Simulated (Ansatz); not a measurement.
**AlGaH+ (triplet): wave-function methods side by side, cc-pVTZ**

An exercise on one series of results from a longer session: the logs are not shown, and one member is left open.

Method: cc-pVTZ, core rule «outside noble gas», up to 19 orbitals frozen; program: Ansatz 0.2.0, Gaussian basis.

To be run: UHF; CCSD(T) on ROHF; CCSD(T) on UHF; BCCD(T) on ROHF; CCSDT(Q) on ROHF; CCSDT(Q) on UHF; CASSCF and MRCISD+Q, 6 electrons in 9 orbitals; CASSCF and NEVPT2, 6 electrons in 9 orbitals.

20 further runs of the same task are left out: 1 for a known fault of the program, 10 that didn't finish, 9 set aside as unsound or not needed. Runs told in other sessions of the task aren't counted.

## The system

The geometry is a PBE0/def2-TZVP stationary point (not a proven minimum) of the parent state, kept for this charge and spin. No spin-orbit coupling is included. The filled d shell of Ga may be among the frozen orbitals whatever the setting's name suggests.

3 atoms, charge 1, spin multiplicity 3.

Atoms are counted from 1 here; the program's logs count them from 0.

Bond lengths: Al1–Ga2 2.671 Å, Al1–H3 1.622 Å. Angles: Ga2–Al1–H3 180.0°.

The first run:

Input file in.yaml:

```yaml
crystal:
  periodic: [false, false, false]
  atoms:
    - {symbol: Al, position_ang: [0.000000, 0.000000, 0.349567]}
    - {symbol: Ga, position_ang: [0.000000, 0.000000, -2.320933]}
    - {symbol: H, position_ang: [0.000000, 0.000000, 1.971367]}
basis:
  gaussian: {orbitals: cc-pVTZ}
total_charge: 1
magnetization: {spin_polarized: true, initial_magnetization: 2}
hamiltonian: {xc: hf}
output: {orbitals: {seedname: orbitals}}
```

Launch:

```
ansatz run in.yaml --threads 1 --pin off --events-out ev --progress --plain --max-ram 2393MiB
```

Among the steps run: UHF; CCSD(T) on ROHF; CCSD(T) on UHF; BCCD(T) on ROHF; CCSDT(Q) on ROHF; CCSDT(Q) on UHF; CASSCF and MRCISD+Q, 6 electrons in 9 orbitals; CASSCF and NEVPT2, 6 electrons in 9 orbitals.

One of the session's tables, all rows but one given; the rest of the session is left out.

```
          method  from UCCSDT(Q) (kcal/mol)
            ROHF                     +75.20
             UHF                     +70.31
            RMP2                     +18.95
            UMP2                     +19.93
           RCCSD                      +3.78
           UCCSD                          ?
        RCCSD(T)                      +1.11
        UCCSD(T)                      +0.95
         BCCD(T)                      +1.12
          RCCSDT                      +0.31
          UCCSDT                      +0.12
       RCCSDT(Q)                      +0.18
       UCCSDT(Q)                          0
  CASSCF valence                     +35.44
  NEVPT2 valence                     +10.55
  MRCISD valence                      +1.83
MRCISD+Q valence                      +0.35
```

**Question.** Estimate the row for UCCSD.

As computed: from UCCSDT(Q) (kcal/mol): +3.45. In the column «from UCCSDT(Q) (kcal/mol)» it lies between MRCISD valence (+1.83) and RCCSD (+3.78).

Caveats from the session: Restricted and unrestricted rows rest on different reference determinants; a gap between their highest levels can come from leftover correlation error, from unlike frozen cores or from another state.
